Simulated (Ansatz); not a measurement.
# PbS: a single-point run

Aim: a sound single-point run of PbS. The structure is shown as the input types it.

Program: Ansatz 0.2.0. Level of theory: density functional or hybrid calculation with the settings of its input, plane waves (as first typed). These are calculated values, not measurements.

1 further run of the same task is left out (it didn't finish).

## 1. The system as given

Symmetry: Fm-3m, No. 225, cubic system. The conventional cell has a = 5.974 Å, b = 5.974 Å, c = 5.974 Å, α = 90.00°, β = 90.00°, γ = 90.00°. Pb (site symmetry m-3m) has 6 S at 2.99 Å as nearest neighbours. S (site symmetry m-3m) is surrounded by 6 Pb at 2.99 Å.

Coordinates:

```
Pb S
1.0
     0.00000    2.98723    2.98723
     2.98723    0.00000    2.98723
     2.98723    2.98723    0.00000
Pb S
1 1
Direct
  0.00000 0.00000 0.00000
  0.50000 0.50000 0.50000
```

## 2. Running it

Contents of input.yaml:

```yaml
crystal:
  lattice:
    - [0.0, 2.9872327164, 2.9872327164]
    - [2.9872327164, 0.0, 2.9872327164]
    - [2.9872327164, 2.9872327164, 0.0]
  atoms:
    - { symbol: Pb, position: [0.0, 0.0, 0.0] }
    - { symbol: S, position: [0.5, 0.5, 0.5] }
kpoints:
  mp_grid: { grid: [6, 6, 6] }
hamiltonian:
  xc: pbe
scf:
  occupations: { method: cold, width: 1.5 }
  n_extra_bands: 4
output:
  forces: true
  stress: true
  eigenvalues: true
```

Started as:

```console
ansatz run input.yaml --threads 4 --pin off --max-ram 3686MiB --backend cpu --events-out ev --progress --plain --runs-dir out
```

**Question.** How will this run end, and is anything wrong with its input?

This run ends as converged. Convergence says nothing about whether the input makes sense.

Look at the input: scf.occupations.method is cold; scf.occupations.width is 1.5. The width is far wider than usual, so occupations near the Fermi level are blurred and the entropy term grows.

To check: delete scf.occupations.width (the default then holds) and set scf.occupations.method to fixed.
